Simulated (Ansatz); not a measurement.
# Ta: the cost of one run

Computed with Ansatz 0.2.0 (DFT r2SCAN, scalar-relativistic, plane waves, PAW, unless a step's input says otherwise).

**1. The starting structure**

Symmetry: Fm-3m, No. 225, cubic system. The conventional cell has a = 4.220 Å, b = 4.220 Å, c = 4.220 Å, α = 90.00°, β = 90.00°, γ = 90.00°. Ta (site symmetry m-3m) is surrounded by 12 Ta at 2.98 Å.

As a file:

```cif
data_structure
_symmetry_space_group_name_H-M 'P 1'
_symmetry_Int_Tables_number 1
_cell_length_a 5.9680
_cell_length_b 5.9680
_cell_length_c 5.9680
_cell_angle_alpha 60.000
_cell_angle_beta 60.000
_cell_angle_gamma 60.000
_cell_volume 150.30
loop_
_atom_site_label
_atom_site_type_symbol
_atom_site_fract_x
_atom_site_fract_y
_atom_site_fract_z
_atom_site_occupancy
Ta1 Ta 0.00000 0.00000 0.00000 1
Ta2 Ta 0.00000 0.00000 0.50000 1
Ta3 Ta 0.00000 0.50000 0.00000 1
Ta4 Ta 0.00000 0.50000 0.50000 1
Ta5 Ta 0.50000 0.00000 0.00000 1
Ta6 Ta 0.50000 0.00000 0.50000 1
Ta7 Ta 0.50000 0.50000 0.00000 1
Ta8 Ta 0.50000 0.50000 0.50000 1
```

No relaxation comes first: the listed cell is the starting point.

**2. The undisturbed cell**

File input.yaml:

```yaml
crystal:
  lattice:
    - [0.0, 4.22, 4.22]
    - [4.22, 0.0, 4.22]
    - [4.22, 4.22, 0.0]
  atoms:
    - { symbol: Ta, position: [0.0, 0.0, 0.0] }
    - { symbol: Ta, position: [0.0, 0.0, 0.5] }
    - { symbol: Ta, position: [0.0, 0.5, 0.0] }
    - { symbol: Ta, position: [0.0, 0.5, 0.5] }
    - { symbol: Ta, position: [0.5, 0.0, 0.0] }
    - { symbol: Ta, position: [0.5, 0.0, 0.5] }
    - { symbol: Ta, position: [0.5, 0.5, 0.0] }
    - { symbol: Ta, position: [0.5, 0.5, 0.5] }
basis:
  ecutwfc: 500
kpoints:
  mp_grid: { grid: [10, 10, 10] }
hamiltonian:
  xc: r2scan
scf:
  occupations: { method: gaussian, width: 0.15 }
output:
  forces: true
  stress: true
  eigenvalues: true
```

The run is started by

```sh
ansatz run input.yaml --threads 2 --pin off --max-ram 5120MiB --backend cpu --events-out ev --progress --plain --runs-dir out
```

What time and memory should one allow on 2 threads of Oxide Virtual Turin-like (Zen 5), shared host?

About 17 s, with a peak of 1 GiB.
